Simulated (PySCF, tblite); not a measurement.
**C4H6F3PSi: geometry, infrared bands and NMR shifts**

Aim: predict the infrared bands and NMR shifts of C4H6F3PSi (`C[Si@@H](P)C#CC(F)(F)F`).

Programs: tblite 0.8.0 and PySCF 2.14.0, with density-fitted response routines of our own. Each step states its level of theory. These are calculated values for one molecule in the gas phase, unless marked as measured. Atoms are numbered from 0 throughout.

### Step 1. The molecule as given

15 atoms, charge 0, multiplicity 1; geometry from: force field or distance geometry start.

Bonds of the start (Å): C0–Si1 1.83, Si1–P2 2.23, Si1–C3 1.87, C3–C4 1.20, C4–C5 1.46, C5–F6 1.35, C5–F7 1.36, C5–F8 1.35, C0–H9 1.11, C0–H10 1.09, C0–H11 1.09, Si1–H12 1.50, P2–H13 1.41, P2–H14 1.41.

### Step 2. Optimising the geometry with GFN2-xTB

What the job is given:

```
{"job": {"kind": "relax", "xc": "GFN2-xTB", "basis": "xTB"}, "charge": 0, "multiplicity": 1}
C     -2.274600     1.104900    -0.393300
Si    -1.262400     0.023700     0.678700
P     -1.835700    -2.103900     0.353700
C      0.567300     0.141400     0.295400
C      1.742700     0.200300     0.064200
C      3.165300     0.282600    -0.245000
F      3.410600    -0.043100    -1.535100
F      3.882400    -0.554700     0.548400
F      3.638700     1.533200    -0.036100
H     -3.353600     1.001000    -0.164000
H     -2.144000     0.870000    -1.453500
H     -2.024700     2.157900    -0.249600
H     -1.500600     0.334600     2.128000
H     -0.780600    -2.694100     1.071600
H     -1.235400    -2.245900    -0.912600
```

Command:

```console
$ OMP_NUM_THREADS=1 python probes_run.py task.json out
```

This one command runs all jobs of the session in turn.

**Question.** This job is followed by: GFN2-xTB harmonic vibrations, gas phase; GIAO PBE0/pcSseg-1 NMR shielding, non-relativistic, gas phase. Predict these results of the whole session: strongest single infrared mode (GFN2-xTB); zero-point energy (GFN2-xTB); 13C shifts against TMS (PBE0/pcSseg-1); 1H shifts against TMS (PBE0/pcSseg-1, means over atoms taken as alike); 29Si shifts against TMS (PBE0/pcSseg-1); 31P shifts against H3PO4 (PBE0/pcSseg-1); 19F shifts against CFCl3 (PBE0/pcSseg-1, means over atoms taken as alike); surface potential, 1st and 99th percentile.

As calculated:

| quantity | value |
| --- | --- |
| strongest single infrared mode (GFN2-xTB) | 1179 cm⁻¹, 501 km/mol |
| zero-point energy (GFN2-xTB) | 53.4 kcal/mol |
| 13C shifts against TMS (PBE0/pcSseg-1) | 122.9, 101.2, 101.0, -2.4 ppm |
| 1H shifts against TMS (PBE0/pcSseg-1, means over atoms taken as alike) | 4.78, 1.52, 0.48 ppm |
| 29Si shifts against TMS (PBE0/pcSseg-1) | -40.8 ppm |
| 31P shifts against H3PO4 (PBE0/pcSseg-1) | -276.3 ppm |
| 19F shifts against CFCl3 (PBE0/pcSseg-1, means over atoms taken as alike) | -62.6 ppm |
| surface potential, 1st and 99th percentile | -0.63 V and 1.20 V |

**Reading.** The optimisation took 36 steps and gained 0.146 eV; among the close pairs (by a distance rule), C0–Si1 changed most, from 1.828 to 1.899 Å. No mode is imaginary among the 39: a minimum at this level. The strongest single mode, at 1179 cm⁻¹, moves mainly C5. Unscaled tight-binding wavenumbers are off by several per cent, some by more. Its intensities can rank the bands wrongly. By nearest atom (PBE0/pcSseg-1), the HOMO sits on P2 59 %; Si1 9 % and the LUMO on C3, C4 about 26 % each; Si1 11 %.
